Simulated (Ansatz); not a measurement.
# HfO2: the cost of one run

Program: Ansatz 0.2.0. Level of theory: DFT r2SCAN, scalar-relativistic, plane waves, PAW. These are calculated values, not measurements.

3 further runs of the same task are left out: 3 set aside as unsound or not needed.

## 1. Starting point

Symmetry: Fm-3m, No. 225, cubic system. Conventional cell: a = 5.058 Å, b = 5.058 Å, c = 5.058 Å, α = 90.00°, β = 90.00°, γ = 90.00°. Hf (site symmetry m-3m) has 8 O at 2.19 Å in its first shell of neighbours. Around O (site symmetry -43m) lie 4 Hf at 2.19 Å.

Structure file:

```
CELL_PARAMETERS angstrom
0.00000 2.52916 2.52916
2.52916 0.00000 2.52916
2.52916 2.52916 0.00000
ATOMIC_POSITIONS crystal
Hf 0.00000 0.00000 0.00000
O 0.25000 0.25000 0.25000
O 0.75000 0.75000 0.75000
```

This cell was relaxed beforehand with the same method: volume 10.79 Å³/atom, gap on the mesh 4.30 eV.

Bulk energy on matching settings, from an earlier run: -5625.3969 eV/atom.

## 2. The (100) slab

Planes are indexed in the bulk's conventional cell (Fm-3m (No. 225)), a = 5.058 Å, b = 5.058 Å, c = 5.058 Å, α = 90.00°, β = 90.00°, γ = 90.00°.

Cut from the relaxed bulk: a (100) slab, 11.4 Å thick as cut, with 15 Å of vacuum; its outer planes are Hf (top) and O (bottom).

The slab as cut. Layers, bottom to top:

```tsv
plane	atoms per cell	height over the lowest (Å)
1	O2	0.00
2	Hf	1.26
3	O2	2.53
4	Hf	3.79
5	O2	5.06
6	Hf	6.32
7	O2	7.59
8	Hf	8.85
9	O2	10.12
10	Hf	11.38
```

## 3. Single point on the unrelaxed (100) slab

A dipole layer in the vacuum cancels the field that periodic copies would set up if the slab's two faces differ.

Contents of input.yaml:

```yaml
crystal:
  lattice:
    - [3.5767737726, 0.0, 0.0]
    - [0.0, 3.5767737726, 0.0]
    - [0.0, 0.0, 26.3812244523]
  atoms:
    - { symbol: O, position: [0.5, 0.0, 0.2842930969] }
    - { symbol: O, position: [0.0, 0.5, 0.2842930969] }
    - { symbol: Hf, position: [0.5, 0.5, 0.3322279643] }
    - { symbol: O, position: [0.0, 0.5, 0.3801628316] }
    - { symbol: O, position: [0.5, 0.0, 0.3801628316] }
    - { symbol: Hf, position: [0.0, 0.0, 0.428097699] }
    - { symbol: O, position: [0.5, 0.0, 0.4760325663] }
    - { symbol: O, position: [0.0, 0.5, 0.4760325663] }
    - { symbol: Hf, position: [0.5, 0.5, 0.5239674337] }
    - { symbol: O, position: [0.0, 0.5, 0.571902301] }
    - { symbol: O, position: [0.5, 0.0, 0.571902301] }
    - { symbol: Hf, position: [0.0, 0.0, 0.6198371684] }
    - { symbol: O, position: [0.5, 0.0, 0.6677720357] }
    - { symbol: O, position: [0.0, 0.5, 0.6677720357] }
    - { symbol: Hf, position: [0.5, 0.5, 0.7157069031] }
basis:
  ecutwfc: 500
kpoints:
  mp_grid: { grid: [8, 8, 1] }
hamiltonian:
  xc: r2scan
scf:
  occupations: { method: gaussian, width: 0.05 }
output:
  forces: true
  stress: true
  eigenvalues: true
  write_density: true
  write_potential: true
  elf: true
  volumetric_format: npy
efield:
  axis: 3
  dipole_correction: true
  ramp_width: 0.04
```

The run is started by

```sh
$ ansatz run input.yaml --threads 2 --pin off --max-ram 5120MiB --backend cpu --events-out ev --progress --plain --runs-dir out
```

**Question.** How long does this run take on 2 threads of Arm Neoverse V2, shared host, and how much memory does it need?

About 97 s, with a peak of 1.5 GiB.
